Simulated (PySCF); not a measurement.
**[ErO2]-: valence singlet, from a linear start**

The task is one start of a wider search on [ErO2]-: the valence singlet, from a linear start. It is relaxed, tested by its Hessian and followed downhill if it is a saddle.

Computed with PySCF 2.14.0. Level: PBE0, basis Er lcecp-1-TZVP with ECP57, O def2-TZVP, scalar-relativistic core potentials, no spin–orbit coupling, density fitting.

### 1 Where the work starts

3 atoms, charge -1, spin multiplicity 1.

Bond lengths: Er1–O2 1.900 Å, Er1–O3 1.900 Å. Angles: O2–Er1–O3 180.0°.

```xyz
3
charge -1 multiplicity 1
Er    0.0000    0.0000    0.0000
O     0.0000    0.0000    1.9000
O     0.0000    0.0000   -1.9000
```

### 2 First SCF at the start

One driver script runs all steps and calls PySCF; scf.py shows how it sets up the SCF of each step. The optimiser is the driver's own. After this first run the driver tries any further starts and a stability analysis.

scf.py reads:

```python
from pyscf import gto, scf, dft
mol = gto.M(atom='''
Er     0.000000     0.000000     0.000000
O      0.000000     0.000000     1.900000
O      0.000000     0.000000    -1.900000''',
    basis={'Er': 'lcecp-1-TZVP', 'O': 'def2-TZVP'},
    ecp={'Er': 'lcecp-1-TZVP'},
    charge=-1, spin=0)
mf = dft.RKS(mol, xc='PBE0')
mf.grids.atom_grid = (50, 194)
aux = {'Er': 'AutoAux', 'O': 'def2-universal-JKFIT'}  # AutoAux: made from the orbital basis by basis_set_exchange (get_aux=1)
mf = mf.density_fit(auxbasis=aux)
mf.conv_tol = 1e-08
mf.diis_space = 10
mf.max_cycle = 60
mf.verbose = 4
# dm0: spherical densities of the free atoms in this basis, scaled to the electron count
mf.kernel(dm0)
```

Command:

```bash
OMP_NUM_THREADS=2 python axn.py task.json out
```

Further steps of the session: Relaxing the valence singlet from the linear start; Frequencies; Following the imaginary mode; Hessian and properties.

Before running it: what results should come out? Wanted: minimum; geometry; wavenumbers; dipole moment; highest occupied, lowest empty level; polar-tensor charge of Er1; zero-point energy.

The runs gave:

```
                            quantity                                        value
                             minimum  valence singlet (4f shell in the core), C2v
                            geometry             Er–O 1.920 Å (×2); O–Er–O 114.7°
                  wavenumbers (cm⁻¹)                 201 (a1), 607 (b2), 721 (a1)
      dipole moment (centre of mass)                                       9.31 D
highest occupied, lowest empty level                                0.10, 2.08 eV
          polar-tensor charge of Er1                                      +1.11 e
                   zero-point energy                                   9.1 kJ/mol
                 entropy at 298.15 K                              281.4 J/(mol K)
```

**Reading.** From D∞h at the start the molecule goes to a C2v minimum, after a stop at a second-order saddle point 79.7 kJ/mol higher, from which it was pushed off along an imaginary mode. The strongest infrared band lies at 607 cm⁻¹ (b2, stretch). Only this shape and spin were tried, so other structures or states may lie lower. The highest occupied level lies above zero: either self-interaction error lifts it or the extra electron is not bound, and the basis holds it in place. The 4f shell sits in the core potential, so its spin is not counted. An anion needs diffuse functions, and this basis has none. Spin–orbit coupling is left out.
